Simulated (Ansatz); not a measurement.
# CH₆AlBSSe: one species, many methods

How much do the methods differ for CH₆AlBSSe? The plan is to run it at one geometry with functionals of several rungs and with coupled cluster. The yardstick is the atomisation energy at the CCSD(T) limit.

The runs use Ansatz 0.2.0, Gaussian basis; functionals in def2-TZVPP, the program's frozen cores in correlated methods.

The runs, in order: PBE-D4, r2SCAN-D4, PBE0-D4, B3LYP-D4, ωB97X-V, ωB97M-V, B2PLYP; CCSD(T)/def2-TZVPP; MP2/def2-QZVPP; extrapolation to the limit.

**1. The relaxed structure**

The geometry comes from an earlier relaxation with PBE0-D4 in a triple-zeta def2 set; it is a stationary point, not always the lowest conformer.

SMILES `B[Se][CH2][AlH][SH]`, 11 atoms, charge 0, spin multiplicity 1.

Atoms are counted from 1 here; the program's logs count them from 0.

Bond lengths: B1–Se2 1.877 Å, B1–H6 1.188 Å, B1–H7 1.215 Å, Se2–C3 1.962 Å, C3–Al4 1.969 Å, C3–H8 1.091 Å, C3–H9 1.091 Å, Al4–S5 2.197 Å, Al4–H10 1.581 Å, S5–H11 1.344 Å. Angles: Se2–B1–H6 121.7°, Se2–B1–H7 120.6°, H6–B1–H7 117.6°, B1–Se2–C3 99.6°, Se2–C3–Al4 103.9°, Se2–C3–H8 107.4°, Se2–C3–H9 106.5°, Al4–C3–H8 116.0°, Al4–C3–H9 114.0°, H8–C3–H9 108.3°, C3–Al4–S5 117.2°, C3–Al4–H10 124.3°, S5–Al4–H10 116.8°, Al4–S5–H11 93.9°.

**2. PBE-D4 (GGA)**

Input file in.yaml:

```yaml
crystal:
  periodic: [false, false, false]
  atoms:
    - {symbol: B, position_ang: [0.600427, 0.511911, 1.681913]}
    - {symbol: Se, position_ang: [-0.828644, 1.468683, 0.928743]}
    - {symbol: C, position_ang: [-1.391454, 0.186091, -0.444725]}
    - {symbol: Al, position_ang: [0.140889, -1.039543, -0.605241]}
    - {symbol: S, position_ang: [1.837921, -0.369106, -1.828565]}
    - {symbol: H, position_ang: [1.240539, 0.951167, 2.581098]}
    - {symbol: H, position_ang: [0.879193, -0.601388, 1.282254]}
    - {symbol: H, position_ang: [-2.328401, -0.260363, -0.109551]}
    - {symbol: H, position_ang: [-1.592223, 0.765782, -1.347174]}
    - {symbol: H, position_ang: [0.097920, -2.573819, -0.227480]}
    - {symbol: H, position_ang: [1.409133, 0.903584, -1.890776]}
basis:
  gaussian: {orbitals: def2-TZVPP}
hamiltonian: {xc: pbe, dispersion: d4}
output: {forces: true, orbitals: {seedname: orbitals}}
```

On the command line:

```console
> ansatz run in.yaml --threads 4 --pin off --events-out ev --progress --plain --max-ram 10444MiB
```

Further steps of the session: r2SCAN-D4 (meta-GGA); PBE0-D4 (hybrid); B3LYP-D4 (hybrid); ωB97X-V (range-separated); ωB97M-V (range-separated); B2PLYP (double hybrid); CCSD(T) in def2-TZVPP; MP2 in def2-QZVPP.

**Question.** What will the summary of the whole plan be? Wanted: atomisation energy, CCSD(T)/CBS; farthest; mean size of error, hybrid; mean size of error, range-separated; gap, smallest and largest; T1 diagnostic; triples share of the correlation energy.

The runs gave:

| quantity | value |
| --- | --- |
| atomisation energy, CCSD(T)/CBS | 3579.5 kJ/mol |
| functionals within 35.8 kJ/mol (1.0 %) | r2SCAN-D4, PBE0-D4, B3LYP-D4, ωB97X-V, ωB97M-V |
| farthest | B2PLYP (-60.2 kJ/mol) |
| mean size of error, hybrid | 9.3 kJ/mol |
| mean size of error, range-separated | 6.6 kJ/mol |
| gap, smallest and largest | 3.40 eV (PBE-D4), 9.80 eV (ωB97X-V) |
| T1 diagnostic | 0.0137 |
| triples share of the correlation energy | 4.2 % |

In words: PBE-D4 misses by +41.7 kJ/mol. Double hybrids carry the basis error of their MP2 part in triple zeta, and no dispersion term here, so their miss is partly the set-up's. The reference freezes the cores and leaves out relativity and excitations past (T), and its outer-core shells are covered unevenly, so misses under about 35.8 kJ/mol can't be ranked. All levels share the lack of spin-orbit coupling, which lowers the free heavy atoms and so the true binding. Hartree-Fock recovers 74 % of the binding; the rest is correlation. The gap grows from 3.4 to 9.8 eV across the functionals, mostly with the share of exact exchange. Correlated methods include outer-core shells of Se, which these sets cover unevenly.
